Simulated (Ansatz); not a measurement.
# CH6AlFGeO: up Jacob's ladder to CCSD(T)

How much do the methods differ for CH6AlFGeO? The plan is to run it at one geometry with functionals of several rungs and with coupled cluster, and see how far each lands from CCSD(T) at the basis-set limit for the atomisation energy.

The runs use Ansatz 0.2.0, Gaussian basis; functionals in def2-TZVPP, the program's frozen cores in correlated methods.

Levels to be run: PBE-D4, r2SCAN-D4, PBE0-D4, B3LYP-D4, ωB97X-V, ωB97M-V, B2PLYP; CCSD(T)/def2-TZVPP; MP2/def2-QZVPP; extrapolation to the limit.

## Step 1: The geometry

All runs share one geometry, relaxed beforehand with PBE0-D4 in a triple-zeta def2 set.

11 atoms, charge 0, spin multiplicity 1.

Atoms are counted from 1 here; the program's logs count them from 0.

Bond lengths: C1–Al2 1.931 Å, C1–H6 1.091 Å, C1–H7 1.094 Å, C1–H8 1.094 Å, Al2–F3 1.654 Å, Al2–O4 1.676 Å, O4–Ge5 1.765 Å, Ge5–H9 1.539 Å, Ge5–H10 1.536 Å, Ge5–H11 1.539 Å. Angles: Al2–C1–H6 111.7°, Al2–C1–H7 110.8°, Al2–C1–H8 110.8°, H6–C1–H7 108.3°, H6–C1–H8 108.3°, H7–C1–H8 106.7°, C1–Al2–F3 119.3°, C1–Al2–O4 122.9°, F3–Al2–O4 117.9°, Al2–O4–Ge5 146.3°, O4–Ge5–H9 108.7°, O4–Ge5–H10 106.8°, O4–Ge5–H11 108.9°, H9–Ge5–H10 110.8°, H9–Ge5–H11 110.7°, H10–Ge5–H11 110.8°.

## Step 2: PBE-D4 (GGA)

Contents of in.yaml:

```yaml
crystal:
  periodic: [false, false, false]
  atoms:
    - {symbol: C, position_ang: [-1.810763, -0.006933, 1.654017]}
    - {symbol: Al, position_ang: [-0.068650, 0.254513, 0.862285]}
    - {symbol: F, position_ang: [1.142995, 0.914365, 1.774403]}
    - {symbol: O, position_ang: [0.280804, -0.159412, -0.724200]}
    - {symbol: Ge, position_ang: [1.507045, -0.209851, -1.992890]}
    - {symbol: H, position_ang: [-2.516673, -0.440757, 0.943701]}
    - {symbol: H, position_ang: [-1.746939, -0.668855, 2.522281]}
    - {symbol: H, position_ang: [-2.221330, 0.941732, 2.011010]}
    - {symbol: H, position_ang: [1.885301, 1.232830, -2.370846]}
    - {symbol: H, position_ang: [0.877718, -0.940209, -3.189194]}
    - {symbol: H, position_ang: [2.735789, -0.974324, -1.470068]}
basis:
  gaussian: {orbitals: def2-TZVPP}
hamiltonian: {xc: pbe, dispersion: d4}
output: {forces: true, orbitals: {seedname: orbitals}}
```

Run with:

```bash
> ansatz run in.yaml --threads 4 --pin off --events-out ev --progress --plain --max-ram 10444MiB
```

After this run come: r2SCAN-D4 (meta-GGA); PBE0-D4 (hybrid); B3LYP-D4 (hybrid); ωB97X-V (range-separated); ωB97M-V (range-separated); B2PLYP (double hybrid); CCSD(T) in def2-TZVPP; MP2 in def2-QZVPP.

**Question.** What will the summary of the whole plan be? Wanted: atomisation energy, CCSD(T)/CBS; farthest; mean size of error, hybrid; mean size of error, range-separated; gap, smallest and largest; T1 diagnostic; triples share of the correlation energy.

**Answer**, as computed:

| quantity | value |
| --- | --- |
| atomisation energy, CCSD(T)/CBS | 3934.1 kJ/mol |
| functionals within 39.3 kJ/mol (1.0 %) | PBE-D4, r2SCAN-D4, ωB97X-V, ωB97M-V |
| farthest | PBE0-D4 (-75.4 kJ/mol) |
| mean size of error, hybrid | 61.3 kJ/mol |
| mean size of error, range-separated | 20.1 kJ/mol |
| gap, smallest and largest | 5.95 eV (PBE-D4), 12.61 eV (ωB97X-V) |
| T1 diagnostic | 0.0122 |
| triples share of the correlation energy | 3.2 % |

What this shows: PBE-D4 is off by -19.5 kJ/mol. Double hybrids carry the basis error of their MP2 part in triple zeta, and no dispersion term here, so their miss is partly the set-up's. The reference freezes the cores and leaves out relativity and excitations past (T), and its outer-core shells are covered unevenly, so misses under about 39.3 kJ/mol can't be ranked. Hartree-Fock recovers 74 % of the binding; the rest is correlation. Orbital gaps span 5.9 to 12.6 eV; exact exchange widens them. Correlated methods include outer-core shells of Ge, which these sets cover unevenly.
